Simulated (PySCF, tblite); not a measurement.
# C3H3BCl2O2: geometry, infrared bands and NMR shifts

Wanted: the infrared bands and NMR shifts of C3H3BCl2O2 (`O=C1CO[C@@H]1B(Cl)Cl`), by calculation.

The runs use tblite 0.8.0 and PySCF 2.14.0, with density-fitted response routines of our own; the level of theory stands in each step. All values are computed, except where a source is named. Atoms are numbered from 0 throughout.

**1. Starting geometry**

11 atoms, charge 0, multiplicity 1; geometry from: force field or distance geometry start.

Bonds of the start (Å): O0–C1 1.21, C1–C2 1.45, C2–O3 1.37, O3–C4 1.41, C4–B5 1.59, B5–Cl6 1.84, B5–Cl7 1.84, C4–C1 1.49, C2–H8 1.11, C2–H9 1.10, C4–H10 1.10.

**2. Optimising the geometry with GFN2-xTB**

The job: settings as JSON, then the geometry in Å.

```
{"job": {"kind": "relax", "xc": "GFN2-xTB", "basis": "xTB"}, "charge": 0, "multiplicity": 1}
O     -0.325600    -2.207400    -0.011200
C     -0.495700    -1.006800     0.054600
C     -1.320300     0.097400    -0.392500
O     -0.873500     0.955800     0.577500
C      0.214600     0.082900     0.791100
B      1.525800     0.463400    -0.029200
Cl     2.563400    -0.936500    -0.633300
Cl     1.817000     2.212600    -0.518900
H     -1.052100     0.429300    -1.414500
H     -2.416600    -0.021100    -0.322000
H      0.368400    -0.067100     1.872500
```

Run with:

```
$ OMP_NUM_THREADS=1 python probes_run.py task.json out
```

This one command runs all jobs of the session in turn.

**Question.** This job is followed by: GFN2-xTB harmonic vibrations, gas phase; GIAO PBE0/pcSseg-1 NMR shielding, non-relativistic, gas phase. Predict these results of the whole session: strongest single infrared mode (GFN2-xTB); zero-point energy (GFN2-xTB); ¹³C shifts against TMS (PBE0/pcSseg-1); ¹H shifts against TMS (PBE0/pcSseg-1); ¹⁷O shifts against H2O (PBE0/pcSseg-1); ¹¹B shifts against BF3·OEt2 (PBE0/pcSseg-1); ³⁵Cl shifts against HCl (PBE0/pcSseg-1, means over atoms taken as alike).

As calculated:

```
                                                                quantity                   value
                               strongest single infrared mode (GFN2-xTB)   1882 cm⁻¹, 488 km/mol
                                            zero-point energy (GFN2-xTB)           38.3 kcal/mol
                                  ¹³C shifts against TMS (PBE0/pcSseg-1)  204.8, 111.4, 94.0 ppm
                                   ¹H shifts against TMS (PBE0/pcSseg-1)    6.14, 5.63, 5.60 ppm
                                  ¹⁷O shifts against H2O (PBE0/pcSseg-1)          645.7, 6.3 ppm
                             ¹¹B shifts against BF3·OEt2 (PBE0/pcSseg-1)                57.1 ppm
³⁵Cl shifts against HCl (PBE0/pcSseg-1, means over atoms taken as alike)                 270 ppm
```

In words: Relaxing lowered the energy by 0.818 eV in 76 steps; the close pair that moved most is B5–Cl7, from 1.840 to 1.704 Å. No mode is imaginary among the 27: a minimum at this level. The strongest single mode, at 1882 cm⁻¹, moves mainly C1 and O0. Unscaled tight-binding wavenumbers are off by several per cent, some by more. Its intensities can rank the bands wrongly. C1 (ketone carbonyl carbon) lies farthest downfield among carbon, at 204.8 ppm; the double bond to the heteroatom, with no lone-pair donor beside it, deshields it most. H10 (hydrogen on an sp3 CH bonded to B and O, α to a carbonyl) lies farthest downfield among hydrogen, at 6.14 ppm; its carbon carries O, which withdraws density. At PBE0/pcSseg-1: The largest span, 1122 ppm, is at O0, where the paramagnetic term is -708 ppm.
